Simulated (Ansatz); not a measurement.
Geometry optimisation, Ansatz 0.2.0, DFT LDA, scalar-relativistic, plane waves, PAW.

Input:

```yaml
crystal:
  lattice:
    - [5.70502, 0.0, 0.0]
    - [-2.85251, 4.940692, 0.0]
    - [0.0, 0.0, 16.200255]
  atoms:
    - { symbol: W, position: [0.0, 0.0, 0.0617274] }
    - { symbol: C, position: [0.3333333, 0.1666667, 0.1481511] }
    - { symbol: W, position: [0.0, 0.0, 0.2345747] }
    - { symbol: C, position: [0.3333333, 0.1666667, 0.3209983] }
    - { symbol: W, position: [0.0, 0.5, 0.0617274] }
    - { symbol: C, position: [0.3333333, 0.6666667, 0.1481511] }
    - { symbol: W, position: [0.0, 0.5, 0.2345747] }
    - { symbol: C, position: [0.3333333, 0.6666667, 0.3209983] }
    - { symbol: W, position: [0.5, 0.0, 0.0617274] }
    - { symbol: C, position: [0.8333333, 0.1666667, 0.1481511] }
    - { symbol: W, position: [0.5, 0.0, 0.2345747] }
    - { symbol: C, position: [0.8333333, 0.1666667, 0.3209983] }
    - { symbol: W, position: [0.5, 0.5, 0.0617274] }
    - { symbol: C, position: [0.8333333, 0.6666667, 0.1481511] }
    - { symbol: W, position: [0.5, 0.5, 0.2345747] }
    - { symbol: C, position: [0.8333333, 0.6666667, 0.3209983] }
    - { symbol: Ga, position: [0.8480483, 0.1941964, 0.446305] }
basis:
  ecutwfc: 420.0
kpoints:
  mp_grid: { grid: [3, 3, 1] }
hamiltonian:
  xc: lda
  pseudopotentials: { kind: paw, azcp: { folder: soft_1 } }
scf:
  occupations: { method: gaussian, width: 0.1 }
  lower_state_search: "off"
relax:
  f_tol: 0.03
  max_steps: 60
  adjacent_minimum: "off"
  constraints: [{ sites: [0, 4, 8, 12] }]
```

Command:

```bash
$ ansatz run input.yaml --threads 4 --pin off --max-ram 10240MiB --backend cpu --events-out ev --progress --plain --runs-dir out
```

Where does it end, and by what steps?

The run converged. Limits of this set-up: coarse k mesh, thin slab, slab without dipole correction, odd electron count without spin, PAW files made for another functional, a typed lattice constant that wasn't relaxed here. After 14 steps the energy has fallen by 4.004 eV; Ga17 moved furthest, 1.75 Å. Joined: W7–Ga17 (3.75 → 2.62 Å), C8–Ga17 (3.40 → 2.05 Å), C16–Ga17 (3.41 → 2.05 Å).

```tsv
step	energy less start (eV)	largest force component (eV/Å)	accepted
0	0.0000	5.411	yes
1	-2.9373	1.064	yes
2	-3.0661	0.390	yes
3	-3.1761	0.309	yes
4	-3.2707	0.398	yes
5	-3.3784	0.446	yes
6	-3.5078	0.485	yes
7	-3.6602	0.592	yes
8	-3.8194	0.629	yes
9	-3.9425	0.425	yes
10	-3.9831	0.246	yes
11	-3.9985	0.493	yes
12	-4.0025	0.064	yes
13	-4.0033	0.053	yes
14	-4.0037	0.009	yes
```

```xyz
17
Lattice="5.7050 0.0000 0.0000 -2.8525 4.9407 0.0000 0.0000 0.0000 16.2003" Properties=species:S:1:pos:R:3
W 0.000 0.000 1.000
C 1.426 0.824 2.310
W -0.004 -0.003 3.873
C 1.425 0.816 4.969
W -1.426 2.470 1.000
C 0.011 3.300 2.310
W -1.426 2.469 3.710
C -0.049 3.264 5.037
W 2.853 0.000 1.000
C 4.279 0.811 2.309
W 2.857 -0.003 3.873
C 4.279 0.875 5.038
W 1.426 2.470 1.000
C 2.841 3.300 2.309
W 1.426 2.473 3.874
C 2.901 3.264 5.037
Ga 4.278 2.463 6.334
```

Whether the end is a true minimum wasn't checked by a vibrational analysis.

Time of the run: 75 s on 4 threads of Arm Neoverse V1, with other jobs on the host, peak memory 1.1 GiB.
